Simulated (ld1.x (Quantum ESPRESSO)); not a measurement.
# An ultrasoft potential for Cu, from input to tests

Task: generate the file, and judge it by its errors in other configurations, its logarithmic derivatives, its ghosts and its cutoff.

Program: ld1.x (Quantum ESPRESSO) 7.5. Reference atom: PBE, scalar-relativistic, spherical and spin-unpolarised. All values are calculated.

## 1. Settings

Typed settings, in words:

* element: copper (Cu, Z = 29)
* type: ultrasoft
* frozen core: [Ne]
* valence charge: 19
* reference configuration: 3s2 3p6 3d10 4s1 4p0
* partial waves: 3s (bound): rcut 1.10, rcutus 1.15 bohr; 4s (bound): rcut 1.10, rcutus 1.15 bohr; 3p (bound): rcut 1.10, rcutus 1.35 bohr; 4p (bound, empty): rcut 1.10, rcutus 1.35 bohr; 3d (bound): rcut 1.35, rcutus 1.75 bohr; 3d channel at 0.3 Ry: rcut 1.35, rcutus 1.75 bohr
* local potential: all-electron potential smoothed inside 1.05 bohr (lloc = -1)
* core correction: Bessel-smoothed model core inside 1.20 bohr
* augmentation charge: PSQ, inside the norm-conserving radii

An earlier all-electron run gives the scale for the radii.

All-electron outer shells of the reference configuration (PBE, scalar-relativistic, ld1.x):

| shell | level (eV) | outermost node (bohr) | outermost maximum (bohr) |
| --- | --- | --- | --- |
| 2s | -1062.47 | 0.07 | 0.20 |
| 2p | -916.98 | – | 0.16 |
| 3s | -114.70 | 0.29 | 0.61 |
| 3p | -72.14 | 0.26 | 0.62 |
| 3d | -5.04 | – | 0.60 |
| 4s | -4.61 | 0.89 | 2.27 |
| 4p | -0.70 | 0.97 | 3.65 |

## 2. Generating the potential

File Cu.in:

```
 &input
   title='Cu', zed=29., rel=1, dft='PBE', iswitch=3,
   config='[Ar] 3d10 4s1 4p0',
   nld=3, rlderiv=1.90, eminld=-10.0, emaxld=5.0, deld=0.04
 /
 &inputp
   pseudotype=3, tm=.true., lloc=-1, rcloc=1.05,
   nlcc=.true., new_core_ps=.true., rcore=1.20,
   which_augfun='PSQ', rmatch_augfun_nc=.true.,
   file_pseudopw='Cu.UPF', file_wfcaegen='ae.wfc', file_wfcncgen='nc.wfc', file_beta='beta', file_chi='chi', file_wfcusgen='us.wfc'
 /
6
3S  1  0   2.00   0.00  1.10  1.15  0.0
4S  2  0   1.00   0.00  1.10  1.15  0.0
3P  2  1   6.00   0.00  1.10  1.35  0.0
4P  3  1   0.00   0.00  1.10  1.35  0.0
3D  3  2  10.00   0.00  1.35  1.75  0.0
3D  3  2   0.00   0.30  1.35  1.75  0.0
 &test
   configts(1)='3s2 3p6 3d10 4s1 4p0'
 /
```

Launch:

```
$ ld1.x < Cu.in > Cu.out
```

The output, Cu.out (without the banner and most projector matrices):

```text
     Program LD1 v.7.5
     --------------------------- All-electron run ----------------------------

     Cu
     scalar relativistic calculation

     atomic number is 29.00
     dft =PBE   lsd =0 sic =0 latt =0  beta=0.20 tr2=1.0E-14
     Exchange-correlation= PBE
                           (   1   4   3   4   0   0   0)
     mesh =1199 r(mesh) = 100.25372 a.u. xmin = -7.00 dx = 0.01250
     1 Ry =  13.60569312 eV, c = 137.03599908

     n l     nl                  e(Ry)          e(Ha)          e(eV)
     1 0     1S 1( 2.00)      -650.5489      -325.2745     -8851.1694
     2 0     2S 1( 2.00)       -78.0904       -39.0452     -1062.4738
     2 1     2P 1( 6.00)       -67.3965       -33.6983      -916.9763
     3 0     3S 1( 2.00)        -8.4305        -4.2153      -114.7030
     3 1     3P 1( 6.00)        -5.3024        -2.6512       -72.1430
     3 2     3D 1(10.00)        -0.3703        -0.1851        -5.0378
     4 0     4S 1( 1.00)        -0.3388        -0.1694        -4.6093
     4 1     4P 1( 0.00)        -0.0512        -0.0256        -0.6967

     final scf error:  5.3E-15 reached in  32 iterations

     Etot =   -3309.701531 Ry,   -1654.850765 Ha,  -45030.783357 eV

     Ekin =    3358.932341 Ry,    1679.466170 Ha,   45700.602648 eV
     Encl =   -7969.314771 Ry,   -3984.657386 Ha, -108428.051175 eV
     Eh   =    1435.751702 Ry,     717.875851 Ha,   19534.397054 eV
     Exc  =    -135.070802 Ry,     -67.535401 Ha,   -1837.731883 eV

     normalization and overlap integrals

     s(1S/1S) =  1.000000  <r> =   0.0521  <r2> =    0.0037  r(max) =   0.0341
     s(2S/2S) =  1.000000  <r> =   0.2352  <r2> =    0.0653  r(max) =   0.1960
     s(2P/2P) =  1.000000  <r> =   0.2064  <r2> =    0.0523  r(max) =   0.1585
     s(3S/3S) =  1.000000  <r> =   0.7119  <r2> =    0.5863  r(max) =   0.6112
     s(3P/3P) =  1.000000  <r> =   0.7494  <r2> =    0.6650  r(max) =   0.6189
     s(3D/3D) =  1.000000  <r> =   1.0474  <r2> =    1.5756  r(max) =   0.6036
     s(4S/4S) =  1.000000  <r> =   2.9362  <r2> =   10.2155  r(max) =   2.2710
     s(4P/4P) =  1.000000  <r> =   5.1791  <r2> =   33.4210  r(max) =   3.6517

     ------------------------ End of All-electron run ------------------------

     --------------------- Generating US pseudopotential ---------------------

      Generating local potential from pseudized AE potential:
      Matching radius rcloc =   1.0500

      Local pseudo, rcloc= 1.059 Estimated cut-off energy=    22.33 Ry

      Computing core charge for nlcc:

       r > 1.20 : true rho core
      Core charge pseudized with two Bessel functions
      Integrated core pseudo-charge :   0.00
      Wfc-us  3S rcutus= 1.142  Estimated cut-off energy=    41.12 Ry
      Wfc-us  4S rcutus= 1.142  Estimated cut-off energy=    82.99 Ry
      Wfc-us  3P rcutus= 1.360  Estimated cut-off energy=    46.11 Ry
      Wfc-us  4P rcutus= 1.360  Estimated cut-off energy=    87.05 Ry
      Wfc-us  3D rcutus= 1.747  Estimated cut-off energy=    38.31 Ry
      Wfc-us  3D rcutus= 1.747  Estimated cut-off energy=    60.10 Ry

     Q pseudized with Bessel functions
     Expected ecutrho=     276.4627 due to l1=  1   l2=  2

     ------------------- End of pseudopotential generation -------------------

     [... the all-electron block is printed once more ...]


     Computing logarithmic derivative in   1.89454
     Computing logarithmic derivative in   1.89454
     Computing the partial wave expansion
     R is outside the sphere for l=    0 j= 0.00
     R is outside the sphere for l=    0 j= 0.00
     R is outside the sphere for l=    1 j= 0.00
     R is outside the sphere for l=    1 j= 0.00
     R is outside the sphere for l=    2 j= 0.00
     R is outside the sphere for l=    2 j= 0.00

     ---------------------- Testing the pseudopotential ----------------------

     Cu
     scalar relativistic calculation

     atomic number is 29.00   valence charge is 19.00
     dft =PBE   lsd =0 sic =0 latt =0  beta=0.20 tr2=1.0E-14
     mesh =1199 r(mesh) = 100.25372 xmin = -7.00 dx = 0.01250

     n l     nl             e AE (Ry)        e PS (Ry)    De AE-PS (Ry)
     1 0     3S   1( 2.00)       -8.43051       -8.43049       -0.00003
     2 1     3P   1( 6.00)       -5.30241       -5.30240       -0.00002
     3 2     3D   1(10.00)       -0.37027       -0.37026       -0.00001
     2 0     4S   1( 1.00)       -0.33878       -0.33877       -0.00001
     3 1     4P   1( 0.00)       -0.05121       -0.05121       -0.00000

     eps = 5.8E-15  iter =  8

     Etot =   -3309.701531 Ry,   -1654.850765 Ha,  -45030.783357 eV
     Etotps =  -395.368807 Ry,    -197.684404 Ha,   -5379.266662 eV

     Ekin =      62.462514 Ry,      31.231257 Ha,     849.845791 eV
     Encl =    -885.540217 Ry,    -442.770109 Ha,  -12048.388443 eV
     Ehrt =     354.120633 Ry,     177.060316 Ha,    4818.056657 eV
     Ecxc =     -37.509773 Ry,     -18.754887 Ha,    -510.346462 eV
     (Ecc =      -0.000186 Ry,      -0.000093 Ha,      -0.002535 eV)
     Epseu=     111.098037 Ry,      55.549018 Ha,    1511.565794 eV

     ---------------------- End of pseudopotential test ----------------------
```

Wall time 2.5 s (1 thread of Neoverse-V1, shared host). (Generation and the later configuration tests together.)

All-electron and pseudo partial waves u(r) = r·R(r), from the program's wave files:

```csv
r (bohr),4p AE,4p PS
0.088,0.0672,-0.0197
0.175,0.0588,-0.0731
0.262,-0.0061,-0.1464
0.350,-0.0715,-0.2223
0.438,-0.1131,-0.2812
0.525,-0.1285,-0.3091
0.612,-0.1231,-0.3013
0.700,-0.1030,-0.2602
0.788,-0.0740,-0.1958
0.875,-0.0406,-0.1222
0.962,-0.0052,-0.0508
1.050,0.0308,0.0111
1.138,0.0660,0.0603
1.225,0.0993,0.0985
1.312,0.1308,0.1308
1.400,0.1606,0.1606
1.487,0.1881,0.1881
1.575,0.2139,0.2139
1.662,0.2374,0.2374
1.750,0.2593,0.2593
1.838,0.2794,0.2794
1.925,0.2977,0.2977
2.012,0.3144,0.3144
2.100,0.3298,0.3298
2.188,0.3438,0.3438
2.275,0.3563,0.3563
```

## 3. Configuration tests

File Cu.test.in:

```
 &input
   title='Cu', zed=29., rel=1, dft='PBE', iswitch=2,
   config='[Ar] 3d10 4s1 4p0'
 /
 &test
   file_pseudo='Cu.UPF', nconf=8,
   configts(1)='3s2 3p6 3d10 4s1 4p0',
   configts(2)='3s2 3p6 3d10 4s0 4p0',
   configts(3)='3s2 3p6 3d9 4s0 4p0',
   configts(4)='3s2 3p6 3d8 4s0 4p0',
   configts(5)='3s2 3p6 3d9 4s1 4p0',
   configts(6)='3s2 3p6 3d9 4s2 4p0',
   configts(7)='3s2 3p6 3d10 4s0 4p1',
   configts(8)='3s2 3p6 3d7 4s0 4p0'
 /
```

Launch:

```
$ ld1.x < Cu.test.in > Cu.test.out
```

Cu.test.out, the pseudopotential blocks, each with the warnings that came before it:

```text
     ---------------------- Testing the pseudopotential ----------------------

     Cu
     scalar relativistic calculation

     atomic number is 29.00   valence charge is 19.00
     dft =PBE   lsd =0 sic =0 latt =0  beta=0.20 tr2=1.0E-14
     mesh =1199 r(mesh) = 100.25372 xmin = -7.00 dx = 0.01250

     n l     nl             e AE (Ry)        e PS (Ry)    De AE-PS (Ry)
     1 0     3S   1( 2.00)       -8.43051       -8.43049       -0.00003
     2 1     3P   1( 6.00)       -5.30241       -5.30240       -0.00002
     3 2     3D   1(10.00)       -0.37027       -0.37026       -0.00001
     2 0     4S   1( 1.00)       -0.33878       -0.33877       -0.00001
     3 1     4P   1( 0.00)       -0.05121       -0.05121       -0.00000

     eps = 5.8E-15  iter =  8

     Etot =   -3309.701531 Ry,   -1654.850765 Ha,  -45030.783357 eV
     Etotps =  -395.368807 Ry,    -197.684404 Ha,   -5379.266662 eV

     Ekin =      62.462514 Ry,      31.231257 Ha,     849.845791 eV
     Encl =    -885.540217 Ry,    -442.770109 Ha,  -12048.388443 eV
     Ehrt =     354.120633 Ry,     177.060316 Ha,    4818.056657 eV
     Ecxc =     -37.509773 Ry,     -18.754887 Ha,    -510.346462 eV
     (Ecc =      -0.000186 Ry,      -0.000093 Ha,      -0.002535 eV)
     Epseu=     111.098037 Ry,      55.549018 Ha,    1511.565794 eV

     ---------------------- End of pseudopotential test ----------------------

     ---------------------- Testing the pseudopotential ----------------------

     Cu
     [...]
     n l     nl             e AE (Ry)        e PS (Ry)    De AE-PS (Ry)
     1 0     3S   1( 2.00)       -9.06400       -9.06892        0.00492
     2 1     3P   1( 6.00)       -5.93825       -5.94214        0.00389
     3 2     3D   1(10.00)       -1.00387       -1.00666        0.00278
     2 0     4S   1( 0.00)       -0.87409       -0.87235       -0.00174
     3 1     4P   1( 0.00)       -0.48142       -0.48025       -0.00117

     eps = 5.7E-15  iter = 13

     Etot =   -3309.102669 Ry,   -1654.551334 Ha,  -45022.635421 eV
     Etotps =  -394.770711 Ry,    -197.385355 Ha,   -5371.129145 eV
     dEtot_ae =       0.598862 Ry
     dEtot_ps =       0.598096 Ry,   Delta E=       0.000766 Ry

     [...]
     ---------------------- End of pseudopotential test ----------------------

     ---------------------- Testing the pseudopotential ----------------------

     Cu
     [...]
     n l     nl             e AE (Ry)        e PS (Ry)    De AE-PS (Ry)
     1 0     3S   1( 2.00)      -10.31083      -10.28839       -0.02244  !
     2 1     3P   1( 6.00)       -7.17487       -7.15509       -0.01978  !
     3 2     3D   1( 9.00)       -2.17762       -2.16166       -0.01597  !
     2 0     4S   1( 0.00)       -1.64243       -1.64343        0.00100
     3 1     4P   1( 0.00)       -1.12816       -1.15215        0.02399  !

     eps = 1.4E-15  iter = 13

     Etot =   -3307.534761 Ry,   -1653.767381 Ha,  -45001.302955 eV
     Etotps =  -393.206216 Ry,    -196.603108 Ha,   -5349.843115 eV
     dEtot_ae =       2.166770 Ry
     dEtot_ps =       2.162591 Ry,   Delta E=       0.004179 Ry

     [...]
     ---------------------- End of pseudopotential test ----------------------

     BEWARE! Errors in PS-KS equations
     Warning: n=1, l=0 expected 0 nodes, found 1
     Warning: n=2, l=0 expected 1 nodes, found 4
     Warning: n=2, l=1 expected 0 nodes, found 1
     ---------------------- Testing the pseudopotential ----------------------

     Cu
     [...]
     n l     nl             e AE (Ry)        e PS (Ry)    De AE-PS (Ry)
     1 0     3S   1( 2.00)      -11.81043       -4.68476       -7.12567  !
     2 1     3P   1( 6.00)       -8.65850       -8.65850        0.00000
     3 2     3D   1( 8.00)       -3.59499       -3.89737        0.30238  !
     2 0     4S   1( 0.00)       -2.53770       -2.53770        0.00000
     3 1     4P   1( 0.00)       -1.91536       -1.91536        0.00000

     eps = 3.8E-17  iter = 18

     Etot =   -3304.666857 Ry,   -1652.333428 Ha,  -44962.283127 eV
     Etotps =   -92.499640 Ry,     -46.249820 Ha,   -1258.521718 eV
     dEtot_ae =       5.034674 Ry
     dEtot_ps =     302.869167 Ry,   Delta E=    -297.834493 Ry

     [...]
     ---------------------- End of pseudopotential test ----------------------

     ---------------------- Testing the pseudopotential ----------------------

     Cu
     [...]
     n l     nl             e AE (Ry)        e PS (Ry)    De AE-PS (Ry)
     1 0     3S   1( 2.00)       -9.50984       -9.48621       -0.02363  !
     2 1     3P   1( 6.00)       -6.37323       -6.35314       -0.02009  !
     3 2     3D   1( 9.00)       -1.38593       -1.36932       -0.01661  !
     2 0     4S   1( 1.00)       -0.99920       -1.00125        0.00205
     3 1     4P   1( 0.00)       -0.56486       -0.57399        0.00913  !

     eps = 7.5E-15  iter = 14

     Etot =   -3308.850568 Ry,   -1654.425284 Ha,  -45019.205425 eV
     Etotps =  -394.523677 Ry,    -197.261839 Ha,   -5367.768081 eV
     dEtot_ae =       0.850962 Ry
     dEtot_ps =       0.845130 Ry,   Delta E=       0.005832 Ry

     [...]
     ---------------------- End of pseudopotential test ----------------------

     BEWARE! Errors in PS-KS equations
     ---------------------- Testing the pseudopotential ----------------------

     Cu
     [...]
     n l     nl             e AE (Ry)        e PS (Ry)    De AE-PS (Ry)
     1 0     3S   1( 2.00)       -8.81962       -6.55632       -2.26330  !
     2 1     3P   1( 6.00)       -5.68196       -5.68196        0.00000
     3 2     3D   1( 9.00)       -0.69958       -0.83900        0.13942  !
     2 0     4S   1( 2.00)       -0.42717       -0.13381       -0.29335  !
     3 1     4P   1( 0.00)       -0.08609       -0.08609        0.00000

     eps = 2.4E-16  iter = 19

     Etot =   -3309.556741 Ry,   -1654.778371 Ha,  -45028.813395 eV
     Etotps =   -55.023194 Ry,     -27.511597 Ha,    -748.628694 eV
     dEtot_ae =       0.144790 Ry
     dEtot_ps =     340.345613 Ry,   Delta E=    -340.200824 Ry

     [...]
     ---------------------- End of pseudopotential test ----------------------

     ---------------------- Testing the pseudopotential ----------------------

     Cu
     [...]
     n l     nl             e AE (Ry)        e PS (Ry)    De AE-PS (Ry)
     1 0     3S   1( 2.00)       -8.58689       -8.58968        0.00279
     2 1     3P   1( 6.00)       -5.46003       -5.46165        0.00161
     3 2     3D   1(10.00)       -0.52571       -0.52684        0.00113
     2 0     4S   1( 0.00)       -0.44612       -0.44591       -0.00021
     3 1     4P   1( 1.00)       -0.12603       -0.12564       -0.00039

     eps = 2.2E-15  iter = 13

     Etot =   -3309.397502 Ry,   -1654.698751 Ha,  -45026.646835 eV
     Etotps =  -395.064715 Ry,    -197.532358 Ha,   -5375.129276 eV
     dEtot_ae =       0.304029 Ry
     dEtot_ps =       0.304092 Ry,   Delta E=      -0.000063 Ry

     [...]
     ---------------------- End of pseudopotential test ----------------------

     BEWARE! Errors in PS-KS equations
     ---------------------- Testing the pseudopotential ----------------------

     Cu
     [...]
     n l     nl             e AE (Ry)        e PS (Ry)    De AE-PS (Ry)
     1 0     3S   1( 2.00)      -13.50856      -11.49740       -2.01116  !
     2 1     3P   1( 6.00)      -10.33679      -10.33679        0.00000
     3 2     3D   1( 7.00)       -5.21378       -5.68794        0.47416  !
     2 0     4S   1( 0.00)       -3.53893       -3.53893        0.00000
     3 1     4P   1( 0.00)       -2.81949       -2.81949        0.00000

     eps = 1.3E-15  iter = 14

     Etot =   -3300.278327 Ry,   -1650.139164 Ha,  -44902.574139 eV
     Etotps =  -124.831327 Ry,     -62.415664 Ha,   -1698.416732 eV
     dEtot_ae =       9.423204 Ry
     dEtot_ps =     270.537480 Ry,   Delta E=    -261.114276 Ry

     [...]
     ---------------------- End of pseudopotential test ----------------------
```

3 tests gave no usable energy difference (3s2 3p6 3d8 4s0 4p0; 3s2 3p6 3d9 4s2 4p0; 3s2 3p6 3d7 4s0 4p0).

Excitation and ionisation energies from 3s2 3p6 3d10 4s1 4p0, with the error of the potential.

```tsv
valence configuration	charge	ΔE all-electron (eV)	error AE − PS (meV)
3s2 3p6 3d10 4s0 4p0	+1	8.148	+10
3s2 3p6 3d9 4s0 4p0	+2	29.480	+57
3s2 3p6 3d9 4s1 4p0	+1	11.578	+79
3s2 3p6 3d10 4s0 4p1	0	4.137	-0.9
```

## 4. Logarithmic derivatives

Taken from the files of the generation run. The phase is arctan(r·u′/u) with u = r·R, unwrapped, with energies in Ry. A pole is an energy at which the radial function vanishes at the test radius. The pseudo phase is shifted by a multiple of π to meet the all-electron one at the reference energy. Levels narrower than the energy grid can be missing from the poles. Left out: p, where the overlap operator is not positive , so their phases aren't trusted. The last column is the largest difference on the grid between −1 and +1 Ry.

| channel | radius (bohr) | reference (Ry) | poles AE | poles PS | window around the reference with phases within 0.05 rad (Ry) | largest difference near zero (rad) |
| --- | --- | --- | --- | --- | --- | --- |
| s | 1.90 | -0.34 | -8.38, 4.97 | -8.38, 4.98 | the whole range | 0.000 |
| d | 1.90 | -0.37 | 0.03 | 0.03 | below 3.8 | 0.000 |

Phases (rad) along the scan:

```
E (Ry)    d AE    d PS    s AE    s PS
-10.00   1.408   1.408   1.383   1.383
 -9.52   1.404   1.404   1.374   1.374
 -9.04   1.400   1.400   1.355   1.355
 -8.56   1.396   1.395   1.200   1.200
 -8.08   1.391   1.391  -1.729  -1.729
 -7.60   1.385   1.385  -1.759  -1.759
 -7.12   1.380   1.379  -1.774  -1.774
 -6.64   1.373   1.373  -1.786  -1.786
 -6.16   1.366   1.366  -1.798  -1.798
 -5.68   1.358   1.358  -1.811  -1.810
 -5.20   1.349   1.349  -1.825  -1.825
 -4.72   1.339   1.339  -1.841  -1.841
 -4.24   1.327   1.326  -1.860  -1.860
 -3.76   1.312   1.312  -1.883  -1.883
 -3.28   1.294   1.294  -1.912  -1.912
 -2.80   1.272   1.271  -1.948  -1.948
 -2.32   1.240   1.240  -1.996  -1.996
 -1.84   1.193   1.193  -2.062  -2.062
 -1.36   1.104   1.104  -2.159  -2.159
 -0.88   0.842   0.842  -2.312  -2.312
 -0.40  -0.869  -0.869  -2.575  -2.575
  0.08  -1.602  -1.602  -3.023  -3.023
  0.56  -1.761  -1.761  -3.588  -3.588
  1.04  -1.854  -1.854  -4.011  -4.011
  1.52  -1.938  -1.939  -4.258  -4.258
  2.00  -2.039  -2.041  -4.403  -4.403
  2.48  -2.182  -2.187  -4.497  -4.497
  2.96  -2.416  -2.428  -4.562  -4.562
  3.44  -2.824  -2.857  -4.611  -4.611
  3.92  -3.412  -3.465  -4.649  -4.649
  4.40  -3.904  -3.951  -4.681  -4.680
  4.88  -4.191  -4.226  -4.708  -4.707
```

## 5. Cutoff and ghost test in a Bessel basis

A separate test, outside the generator: the pseudo-atom's Hamiltonian at the reference potential is diagonalised in spherical Bessel functions j_l(qr) that vanish at 20 bohr, with q² up to the cutoff.

No cutoffs are read. The overlap operator is not positive in p (lowest eigenvalue -3.391), so the test is not defined there. The ghost test is not conclusive.

## 6. Outcome

| quantity | value |
| --- | --- |
| cutoffs | not determined |
| bound ghosts | not determined |
| largest test error (AE − PS) | +79 meV, for 3s2 3p6 3d9 4s1 4p0 (3 tests unsolved) |
| largest phase difference near zero energy, channels read | 0.000 rad |
| lowest eigenvalue of the overlap (Bessel basis) | -3.391 (p) |
| density cutoff estimated by the generator | 276 Ry |

In words: The overlap operator is not positive definite in p, so a plane-wave run would break down once the basis is large enough. By total energies transferability is fair where solved: the largest error is 79 meV on 11.6 eV, for 3s2 3p6 3d9 4s1 4p0. Of the tests 3 gave no usable energy difference, which is a warning in itself. No cutoffs are read. Ghosts could not be judged. Near zero energy the phases of the channels with partial waves that could be evaluated agree within 0.001 rad. All of this concerns the isolated atom, not yet a solid.
